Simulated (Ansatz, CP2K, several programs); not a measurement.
Energy against volume for an ordered 4-atom cell of AgScTe2 on the rocksalt lattice (R-3m), at fixed shape and fractional coordinates, computed by several methods (PBE and r2SCAN, where shown, with plane waves in Ansatz); the cell shown is that of r2SCAN. With free coordinates or axes held, a curve is too stiff, and on another method's shape its minimum isn't the method's own volume. Space group R-3m (No. 166), trigonal; a = 4.212 Å, c = 21.017 Å in the conventional setting, 26.91 Å³ an atom. Around Ag lie 6 Te at 3.04 Å; around Sc lie 6 Te at 2.95 Å; around Te lie 3 Sc at 2.95 Å and 3 Ag at 3.04 Å. Computed, not measured; no magnetism was allowed, and whether the structure is a known phase isn't checked. Energies count from each curve's lowest point; fits are third-order Birch-Murnaghan.

```cif
data_structure
_symmetry_space_group_name_H-M 'R-3m:H'
_symmetry_Int_Tables_number 166
_cell_length_a 4.2120
_cell_length_b 4.2120
_cell_length_c 21.0169
_cell_angle_alpha 90.000
_cell_angle_beta 90.000
_cell_angle_gamma 120.000
_cell_volume 322.91
loop_
_atom_site_label
_atom_site_type_symbol
_atom_site_symmetry_multiplicity
_atom_site_Wyckoff_symbol
_atom_site_fract_x
_atom_site_fract_y
_atom_site_fract_z
_atom_site_occupancy
Ag1 Ag 3 a 0.00000 0.00000 0.00000 1
Sc1 Sc 3 b 0.66667 0.33333 0.83333 1
Te1 Te 6 c 0.33333 0.66667 0.91321 1
```

**Question.** PBE, on the shape of its own relaxed cell, gives
```csv
V (Å³/atom),E (meV/atom)
25.465,18.78
26.278,4.44
27.091,0.00
27.903,3.95
28.716,15.00
```
What equilibrium volume and bulk modulus follow?

**Answer.** V₀ = 27.09 Å³ an atom and B₀ = 55 GPa.

light PBE (260 eV and a coarse mesh), on the shape of the cell shown:
```
V (Å³/atom)  E (meV/atom)
     24.756         39.69
     25.833         12.33
     26.909          8.57
     27.985          0.00
     29.062         21.29
     30.138         50.35
```
The points scatter about the fit by more than 0.3 meV an atom, since at so low a cutoff the number of plane waves jumps with the volume, so no fit is quoted.

**Question.** PBE/SZV (CP2K), on the shape of the cell shown, gives

| V (Å³/atom) | E (meV/atom) |
| --- | --- |
| 23.680 | 161.66 |
| 25.294 | 56.62 |
| 26.909 | 8.03 |
| 28.524 | 0.00 |
| 30.138 | 21.15 |

What equilibrium volume and bulk modulus follow?

**Answer.** V₀ = 28.09 Å³ an atom and B₀ = 55 GPa.

r2SCAN, on the shape of its own relaxed cell:
```
V (Å³/atom)  E (meV/atom)
     25.294         19.99
     26.102          4.72
     26.909          0.00
     27.716          4.23
     28.524         16.08
```
V₀ = 26.91 Å³ an atom and B₀ = 59 GPa.

PBE/DZVP (CP2K), on the shape of the cell shown:
```csv
V (Å³/atom),E (meV/atom)
23.680,109.42
25.294,29.46
26.909,0.00
28.524,6.80
30.138,39.66
```
V₀ = 27.35 Å³ an atom and B₀ = 55 GPa.
